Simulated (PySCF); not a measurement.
# TeO(OH)₂: singlet, from a PBE minimum start

Where does singlet TeO(OH)₂ go from a PBE minimum start, is the end point a minimum, and what are its modes, charges and moments?

The runs use PySCF 2.14.0; PBE, basis Te def2-SVP with ECP28, O def2-SVP, H def2-SVP, scalar-relativistic core potentials, no spin–orbit coupling, density fitting.

## Step 1: The system as given

6 atoms, charge 0, spin multiplicity 1.

Bond lengths: Te1–O2 1.836 Å, Te1–O3 2.013 Å, Te1–O4 2.013 Å, O3–H5 0.984 Å, O4–H6 0.984 Å. Angles: O2–Te1–O3 101.4°, O2–Te1–O4 101.4°, O3–Te1–O4 100.2°, Te1–O3–H5 105.4°, Te1–O4–H6 105.4°.

Z-matrix (Å, degrees; charge 0 multiplicity 1):
```
Te
O  1 1.8357
O  1 2.0133 2 101.40
O  1 2.0133 2 101.40 3 -103.01
H  3 0.9840 1 105.44 2 -15.51
H  4 0.9840 1 105.44 2 15.51
```

## Step 2: Finding the electronic state

One driver script runs all steps and calls PySCF; scf.py shows how it sets up the SCF of each step. The optimiser is the driver's own. After this first run the driver tries any further starts and a stability analysis.

Input file scf.py:

```python
from pyscf import gto, scf, dft
mol = gto.M(atom='''
Te     0.248480     0.064380    -0.000000
O      0.000000    -1.754390     0.000000
O     -0.914830     0.625050     1.544590
O     -0.914830     0.625050    -1.544590
H     -1.495550    -0.147590     1.729170
H     -1.495540    -0.147590    -1.729170''',
    basis={'Te': 'def2-SVP', 'O': 'def2-SVP', 'H': 'def2-SVP'},
    ecp={'Te': 'def2-SVP'},
    charge=0, spin=0)
mf = dft.RKS(mol, xc='PBE')
mf.grids.atom_grid = (50, 194)
aux = {'Te': 'def2-universal-JKFIT', 'O': 'def2-universal-JKFIT', 'H': 'def2-universal-JKFIT'}
mf = mf.density_fit(auxbasis=aux)
mf.conv_tol = 1e-08
mf.diis_space = 10
mf.max_cycle = 60
mf.init_guess = 'minao'
mf.verbose = 4
mf.kernel()
```

The run is started by

```
OMP_NUM_THREADS=2 python axn.py task.json out
```

Log, cut to the lines that bear on the results:

```text
[... the frontier levels of the middle cycles are left out ...]
init E= -466.964453049694
  HOMO = -0.806501516928453  LUMO = -0.74945360519148  gap/eV = 1.55235
cycle= 1 E= -492.38892152778  delta_E= -25.4  |g|= 3.18  |ddm|= 8.54
  HOMO = -0.0470158495845538  LUMO = -0.0265932318541395  gap/eV = 0.55573
cycle= 2 E= -490.161429953147  delta_E= 2.23  |g|= 3.76  |ddm|= 9.08
  HOMO = -0.145375648515144  LUMO = -0.0569271620058463  gap/eV = 2.40681
cycle= 3 E= -493.704308912958  delta_E= -3.54  |g|= 1.78  |ddm|= 6.51
cycle= 4 E= -493.890252386434  delta_E= -0.186  |g|= 1.52  |ddm|= 2.36
cycle= 5 E= -494.232003465728  delta_E= -0.342  |g|= 0.992  |ddm|= 1.89
cycle= 6 E= -494.423443696664  delta_E= -0.191  |g|= 0.22  |ddm|= 0.897
cycle= 7 E= -494.429886575699  delta_E= -0.00644  |g|= 0.118  |ddm|= 0.256
cycle= 8 E= -494.433212989515  delta_E= -0.00333  |g|= 0.0296  |ddm|= 0.0937
cycle= 9 E= -494.433414748062  delta_E= -0.000202  |g|= 0.00291  |ddm|= 0.0283
cycle= 10 E= -494.433413233716  delta_E= 1.51e-06  |g|= 0.00406  |ddm|= 0.00581
cycle= 11 E= -494.433416748173  delta_E= -3.51e-06  |g|= 0.000703  |ddm|= 0.0035
cycle= 12 E= -494.433416854052  delta_E= -1.06e-07  |g|= 0.000164  |ddm|= 0.000489
cycle= 13 E= -494.433416860323  delta_E= -6.27e-09  |g|= 1.35e-05  |ddm|= 0.000132
  HOMO = -0.236630667386014  LUMO = -0.0774260702353752  gap/eV = 4.33218
Extra cycle  E= -494.433416859408  delta_E= 9.15e-10  |g|= 6.56e-05  |ddm|= 6.45e-05
converged SCF energy = -494.433416859408
```

This step, with its further starts and checks, took 6.3 s on 2 threads of Arm Neoverse V2, shared host.

The test of internal stability found no lower closed-shell solution.

## Step 3: PBE minimum start, singlet: relaxation

The program finds Cs symmetry in the start, which this walk keeps. The walk stops when the largest gradient is under 0.0003 Eh/bohr and the energy has settled too.

Edit scf.py of step 2 so:

```diff
@@ -3,6 +3,6 @@
-Te     0.248480     0.064380    -0.000000
-O      0.000000    -1.754390     0.000000
-O     -0.914830     0.625050     1.544590
-O     -0.914830     0.625050    -1.544590
-H     -1.495550    -0.147590     1.729170
-H     -1.495540    -0.147590    -1.729170''',
+Te     0.248484     0.064381     0.000000
+O      0.000004    -1.754389    -0.000000
+O     -0.914828     0.625051     1.544589
+O     -0.914825     0.625051    -1.544591
+H     -1.495543    -0.147589     1.729168
+H     -1.495540    -0.147589    -1.729172''',
@@ -19 +18,0 @@
-mf.init_guess = 'minao'
```

The optimiser's trace:

```csv
step,energy (Eh),change (kJ/mol),largest symmetric gradient (Eh/bohr)
0,-494.433417,0.00,0.00022
```

The walk took 1.3 s.

After 0 steps and 0.0 kJ/mol it ends at Cs: O–H 0.984 Å (×2), Te–O 1.836 Å, Te–O 2.013 Å (×2); H–O–Te 105.4° (×2), O–Te–O 100.2°, O–Te–O 101.4° (×2).

## Step 4: Is it a minimum? Harmonic modes

The point is checked on the finer grid, and tightened if its gradient asks for it. The Hessian and the dipole derivatives come from central differences of analytic gradients, with steps of 0.02 bohr.

Edit scf.py of step 3 so:

```diff
@@ -3,6 +3,6 @@
-Te     0.248484     0.064381     0.000000
-O      0.000004    -1.754389    -0.000000
-O     -0.914828     0.625051     1.544589
-O     -0.914825     0.625051    -1.544591
-H     -1.495543    -0.147589     1.729168
-H     -1.495540    -0.147589    -1.729172''',
+Te     0.247728     0.064798     0.000000
+O     -0.000474    -1.753842    -0.000000
+O     -0.914422     0.624783     1.545550
+O     -0.914419     0.624784    -1.545552
+H     -1.495333    -0.147803     1.729761
+H     -1.495329    -0.147803    -1.729764''',
@@ -13 +13 @@
-mf.grids.atom_grid = (50, 194)
+mf.grids.atom_grid = (75, 302)
@@ -16 +16 @@
-mf.conv_tol = 1e-08
+mf.conv_tol = 1e-10
```

The driver hands on the density of the step before, so the log starts near convergence.

SCF at the final geometry:

```text
init E= -494.433426455175
  HOMO = -0.236633970997683  LUMO = -0.0772468699900689  gap/eV = 4.33714
cycle= 1 E= -494.433426455124  delta_E= 5.13e-11  |g|= 1.56e-05  |ddm|= 1.57e-05
  HOMO = -0.236629830234956  LUMO = -0.0772468438339634  gap/eV = 4.33703
cycle= 2 E= -494.433426453846  delta_E= 1.28e-09  |g|= 7.73e-05  |ddm|= 7.61e-05
  HOMO = -0.236633448322581  LUMO = -0.0772468952681747  gap/eV = 4.33713
cycle= 3 E= -494.433426455176  delta_E= -1.33e-09  |g|= 3.31e-06  |ddm|= 6.35e-05
  HOMO = -0.23663332256761  LUMO = -0.0772468811493543  gap/eV = 4.33713
cycle= 4 E= -494.433426455177  delta_E= -1.14e-12  |g|= 3.68e-07  |ddm|= 2.75e-06
  HOMO = -0.236633342931655  LUMO = -0.0772468719033462  gap/eV = 4.33713
Extra cycle  E= -494.433426455176  delta_E= 1.02e-12  |g|= 1.23e-06  |ddm|= 1.37e-06
converged SCF energy = -494.433426455176
```

The whole step took 56 s.

Geometry: Cs; O–H 0.984 Å (×2), Te–O 1.835 Å, Te–O 2.013 Å (×2); H–O–Te 105.4° (×2), O–Te–O 100.3°, O–Te–O 101.4° (×2).

Modes, for the most abundant isotopes:

| symmetry | ω (cm⁻¹) | IR (km/mol) | μ (u) |
| --- | --- | --- | --- |
| a'' | 145 | 0.1 | 2.60 |
| a' | 168 | 1.0 | 7.06 |
| a' | 219 | 42.7 | 7.24 |
| a'' | 326 | 97.7 | 1.53 |
| a' | 367 | 121 | 1.11 |
| a'' | 566 | 104 | 14.19 |
| a' | 569 | 51.6 | 14.05 |
| a' | 829 | 30.1 | 12.11 |
| a'' | 884 | 71.8 | 1.10 |
| a' | 910 | 33.6 | 1.15 |
| a'' | 3618 | 47.6 | 1.07 |
| a' | 3620 | 80.9 | 1.07 |

No imaginary mode, so this is a minimum.

Properties at this point:

- Dipole moment: 0.69 D
- Highest occupied level: -6.44 eV
- Lowest empty level: -2.10 eV
- Rotational constants: 0.1661, 0.1483, 0.1104 cm⁻¹
- Zero-point energy: 73.1 kJ/mol
- Principal polarisabilities: 36.5, 41.8, 44.5 bohr³
- Atomisation energy without zero-point energy: 1913 kJ/mol
- Principal traceless quadrupole moments about the centre of mass: -11.20, 0.58, 10.62 D Å
- Entropy at 298.15 K and 1 bar: 328.0 J/(mol K)
- Heat capacity Cp at 298.15 K: 85.9 J/(mol K)
- Enthalpy at 298.15 K above 0 K: 17.96 kJ/mol
- Rotational symmetry number: 1

Charges (e) and bond orders:

```tsv
atom	Mulliken	Löwdin	polar tensor	Mayer order to Te1
Te1	1.00	0.99	1.39	–
O2	-0.54	-0.52	-0.58	1.75
O3,4	-0.42	-0.31	-0.64	0.94
H5,6	0.19	0.07	0.24	0.03
```

Mulliken populations on Te1 (outside its core potential): s 3.85, p 8.73, d 10.41.

## Step 5: Results

| quantity | value |
| --- | --- |
| minimum | singlet, Cs |
| geometry | O–H 0.984 Å (×2), Te–O 1.835 Å, Te–O 2.013 Å (×2); H–O–Te 105.4° (×2), O–Te–O 100.3°, O–Te–O 101.4° (×2) |
| wavenumbers (cm⁻¹) | 145 (a''), 168 (a'), 219 (a'), 326 (a''), 367 (a'), 566 (a''), 569 (a'), 829 (a'), 884 (a''), 910 (a'), 3618 (a''), 3620 (a') |
| dipole moment | 0.69 D |
| highest occupied, lowest empty level | -6.44, -2.10 eV |
| polar-tensor charge of Te1 | +1.39 e |
| zero-point energy | 73.1 kJ/mol |
| entropy at 298.15 K | 328.0 J/(mol K) |
| atomisation energy (no zero-point energy) | 1913 kJ/mol |

The molecule stays Cs, as typed, and the end point is a minimum. The strongest infrared band lies at 367 cm⁻¹ (a'). Other starts or spin states, not run here, may lie lower. Spin–orbit coupling is left out.

The search up to here took 64 s.
